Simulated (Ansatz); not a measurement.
# C2H2Cl3F3OSn: one species, many methods

The task here is to estimate one member of a computed series from the others.

The runs use Ansatz 0.2.0, Gaussian basis; functionals in def2-TZVPP, the program's frozen cores in correlated methods.

Levels to be run: LDA (SPW92), PBE-D4, revPBE-D4, BLYP-D4, r2SCAN-D4, B97M-V, PBE0-D4, B3LYP-D4, r2SCANh-D4, r2SCAN0-D4, HSE06-D4, BHLYP-D4, CAM-B3LYP-D4, LC-ωPBE, ωB97X-V, ωB97M-V, B2PLYP, PBE-QIDH; CCSD(T)/def2-SVP; CCSD(T)/def2-TZVPP; MP2/def2-QZVPP; extrapolation to the limit; RPA on PBE.

**The geometry**

An earlier PBE0-D4 in a triple-zeta def2 set relaxation fixed the geometry. Sn takes the def2 core potential; no spin-orbit term is included.

12 atoms, charge 0, spin multiplicity 1.

Atoms are counted from 1 here; the program's logs count them from 0.

Bond lengths: F1–C2 1.333 Å, C2–F3 1.340 Å, C2–F4 1.333 Å, C2–C5 1.515 Å, C5–O6 1.400 Å, C5–H11 1.096 Å, C5–H12 1.096 Å, O6–Sn7 1.937 Å, Sn7–Cl8 2.293 Å, Sn7–Cl9 2.292 Å, Sn7–Cl10 2.275 Å. Angles: F1–C2–F3 107.9°, F1–C2–F4 107.8°, F1–C2–C5 111.9°, F3–C2–F4 107.9°, F3–C2–C5 109.2°, F4–C2–C5 112.0°, C2–C5–O6 108.3°, C2–C5–H11 107.0°, C2–C5–H12 107.0°, O6–C5–H11 112.8°, O6–C5–H12 112.7°, H11–C5–H12 108.8°, C5–O6–Sn7 121.3°, O6–Sn7–Cl8 108.7°, O6–Sn7–Cl9 108.9°, O6–Sn7–Cl10 106.7°, Cl8–Sn7–Cl9 109.0°, Cl8–Sn7–Cl10 111.8° and more.

The first run:

in.yaml

```yaml
crystal:
  periodic: [false, false, false]
  atoms:
    - {symbol: F, position_ang: [1.536809, -0.920121, -1.952823]}
    - {symbol: C, position_ang: [0.394171, -0.234591, -1.979460]}
    - {symbol: F, position_ang: [-0.397316, -0.789605, -2.907291]}
    - {symbol: F, position_ang: [0.673284, 1.008657, -2.369916]}
    - {symbol: C, position_ang: [-0.313996, -0.262327, -0.640113]}
    - {symbol: O, position_ang: [0.527818, 0.323339, 0.313423]}
    - {symbol: Sn, position_ang: [0.012548, 0.435225, 2.177159]}
    - {symbol: Cl, position_ang: [-0.384573, -1.682520, 2.960283]}
    - {symbol: Cl, position_ang: [-1.915402, 1.664493, 2.341969]}
    - {symbol: Cl, position_ang: [1.740072, 1.430650, 3.273773]}
    - {symbol: H, position_ang: [-0.539937, -1.312266, -0.419385]}
    - {symbol: H, position_ang: [-1.256579, 0.283865, -0.763719]}
basis:
  gaussian: {orbitals: def2-TZVPP}
hamiltonian: {xc: lda}
output: {orbitals: {seedname: orbitals}}
```

Started as:

```
> ansatz run in.yaml --threads 4 --pin off --events-out ev --progress --plain --max-ram 66560MiB --backend cuda --devices 0, --max-vram 37GiB
```

Among the steps run: LDA; PBE-D4 (GGA); revPBE-D4 (GGA); BLYP-D4 (GGA); r2SCAN-D4 (meta-GGA); B97M-V (meta-GGA); B3LYP-D4 (hybrid); r2SCANh-D4 (hybrid); r2SCAN0-D4 (hybrid); HSE06-D4 (hybrid); BHLYP-D4 (hybrid); CAM-B3LYP-D4 (range-separated); LC-ωPBE (range-separated); ωB97X-V (range-separated); ωB97M-V (range-separated); B2PLYP (double hybrid); PBE-QIDH (double hybrid).

One table of the session follows, with a row left open; its other results are not shown here.

It belongs to the step «Frontier levels by functional». 

```
  functional  HOMO (eV)  LUMO (eV)  gap (eV)
 LDA (SPW92)      -7.78      -4.31      3.47
      PBE-D4      -7.60      -3.96      3.63
   revPBE-D4      -7.53      -3.84      3.69
     BLYP-D4      -7.51      -3.90      3.61
   r2SCAN-D4      -8.01      -3.81      4.19
      B97M-V      -8.12      -3.70      4.42
     PBE0-D4      -9.28      -3.08      6.20
    B3LYP-D4      -9.02      -3.37      5.64
  r2SCANh-D4          ?          ?         ?
  r2SCAN0-D4      -9.56      -2.99      6.57
    HSE06-D4      -8.87      -3.45      5.42
    BHLYP-D4     -10.90      -2.09      8.81
CAM-B3LYP-D4     -10.77      -2.07      8.69
     LC-ωPBE     -12.12      -0.81     11.31
     ωB97X-V     -11.79      -0.93     10.86
     ωB97M-V     -11.69      -1.01     10.68
```

**Question.** Estimate the row for r2SCANh-D4.

Worked estimate for «HOMO (eV)». Against the share of exact exchange, r2SCAN-D4 (0, -8.01), r2SCAN0-D4 (0.25, -9.56) give a slope of -6.20 per unit share; at 0.1 the line stands at -8.63.

The run gave: HOMO (eV): -8.63; LUMO (eV): -3.49; gap (eV): 5.14. In «HOMO (eV)» the line misses by 0.00.
